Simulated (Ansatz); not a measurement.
# B2W: pressure against volume

One table from this session's results is given with a row withheld; the runs are named, their logs left out.

Program: Ansatz 0.2.0. Level of theory: DFT LDA, scalar-relativistic. These are calculated values, not measurements.

## The structure to begin with

The structure is hexagonal, space group P6/mmm (No. 191). The conventional cell has a = 3.020 Å, b = 3.020 Å, c = 3.050 Å, α = 90.00°, β = 90.00°, γ = 120.00°. Around B (site symmetry -6m2) lie 3 B at 1.74 Å and 6 W at 2.32 Å. Around W (site symmetry 6/mmm) lie 12 B at 2.32 Å.

As a file:

```
CELL_PARAMETERS angstrom
3.02000 0.00000 0.00000
-1.51000 2.61540 0.00000
0.00000 0.00000 3.05000
ATOMIC_POSITIONS crystal
B 0.33333 0.66667 0.50000
B 0.66667 0.33333 0.50000
W 0.00000 0.00000 0.00000
```

Atoms are numbered in the order of the input: B1, B2, W3.

The first run:

The input, input.yaml:

```yaml
crystal:
  lattice:
    - [2.9791855871, 0.0, 0.0]
    - [-1.4895927936, 2.580050401, 0.0]
    - [0.0, 0.0, 3.0087787307]
  atoms:
    - { symbol: B, position: [0.3333333333, 0.6666666667, 0.5] }
    - { symbol: B, position: [0.6666666667, 0.3333333333, 0.5] }
    - { symbol: W, position: [0.0, 0.0, 0.0] }
kpoints:
  mp_grid: { grid: [14, 14, 12] }
  band_path:
    path:
      - [0.0, 0.0, 0.0]
      - [0.5, 0.0, 0.0]
      - [0.3333333333, 0.3333333333, 0.0]
      - [0.0, 0.0, 0.0]
      - [0.0, 0.0, 0.5]
      - [0.5, 0.0, 0.5]
      - [0.3333333333, 0.3333333333, 0.5]
      - [0.0, 0.0, 0.5]
      - [0.5, 0.0, 0.5]
    npoints: 5
scf:
  occupations: { method: fermi_dirac, width: 0.05 }
hamiltonian:
  xc: lda
  pseudopotentials: { kind: all_electron, lapw: { basis_error: 0.0005 } }
output:
  forces: true
  stress: true
  eigenvalues: true
```

Command:

```console
$ ansatz run input.yaml --threads 1 --pin off --max-ram 4096MiB --backend cpu --events-out ev --progress --plain --runs-dir out
```

Among the steps run: Volume × 0.96, LAPW; Volume × 0.96, PAW; Volume × 0.96, crystal datasets; Volume × 0.99, LAPW; Volume × 0.99, PAW; Volume × 0.99, crystal datasets; Volume × 1.02, LAPW; Volume × 1.02, PAW; Volume × 1.02, crystal datasets; Volume × 1.06, LAPW; Volume × 1.06, PAW; Volume × 1.06, crystal datasets.

One table of the session follows, with a row left open; its other results are not shown here.

```
          method  volume (Å³/atom)  pressure (GPa)
            LAPW             7.709           41.80
            LAPW             7.950           26.67
            LAPW             8.191           13.59
            LAPW             8.512           -1.18
             PAW             7.709           42.07
             PAW             7.950           26.87
             PAW             8.191               ?
             PAW             8.512           -1.07
crystal datasets             7.709           41.80
crystal datasets             7.950           26.67
crystal datasets             8.191           13.59
crystal datasets             8.512           -1.17
```

**Question.** Estimate the row for PAW, 8.191.

The run gave: pressure (GPa): 13.74. In the column «pressure (GPa)» it lies between crystal datasets, 8.191 (13.59) and LAPW, 7.950 (26.67).

Limits of these values: Shape and positions are held, so a fully relaxed modulus can be lower. Warnings in the runs' records: gradients without spin orbit, crystal datasets made.
